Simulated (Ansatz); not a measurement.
ZnRe2:

```xyz
3
Lattice="0.0000 2.8956 2.8956 2.8956 0.0000 2.8956 2.8956 2.8956 0.0000" Properties=species:S:1:pos:R:3 pbc="T T T"
Zn    0.0000    0.0000    0.0000
Re    4.3433    4.3433    4.3433
Re    1.4478    1.4478    1.4478
```

The cell was built by a generator and needn't be a form met in nature.

| Item | Value |
| --- | --- |
| Program | Ansatz 0.2.0 |
| Task | relaxation of cell and atoms |
| Functional | LDA |
| Potentials or basis | Ansatz PAW |
| Cutoff | 420 eV (not typed: the program's choice for these potentials) |
| k mesh | 8 × 8 × 8 |
| Occupations | fermi-dirac, width 0.05 eV |
| Spin | no spin polarisation |

At the start: volume 16.18 Å³/atom.

How do energy, volume and symmetry change on relaxing?

It ends after 5 steps and the volume is 15.31 Å³/atom (-5.4 %); space group Fm-3m (No. 225, to 0.05 Å).

Step by step:
| step | energy change (eV) | largest force (eV/Å) | volume (Å³) |
| --- | --- | --- | --- |
| 1 | 0.0000 | 0.0000 | 48.55 |
| 2 | -0.0551 | 0.0000 | 44.22 |
| 3 | -0.1067 | 0.0000 | 46.11 |
| 4 | -0.1074 | 0.0000 | 45.93 |
| 5 | -0.1058 | 0.0000 | 45.93 |

Final structure:
```xyz
3
Lattice="0.0000 2.8425 2.8425 2.8425 0.0000 2.8425 2.8425 2.8425 0.0000" Properties=species:S:1:pos:R:3 pbc="T T T"
Zn    0.0000    0.0000    0.0000
Re    4.2637    4.2637    4.2637
Re    1.4212    1.4212    1.4212
```

Caveat: the plane-wave basis is chosen anew once the cell has moved, so the energies of steps on either side of that aren't comparable; the PAW data sets come from PBE, with cores solved anew for the run's functional, which leaves a small shift of forces and pressure.
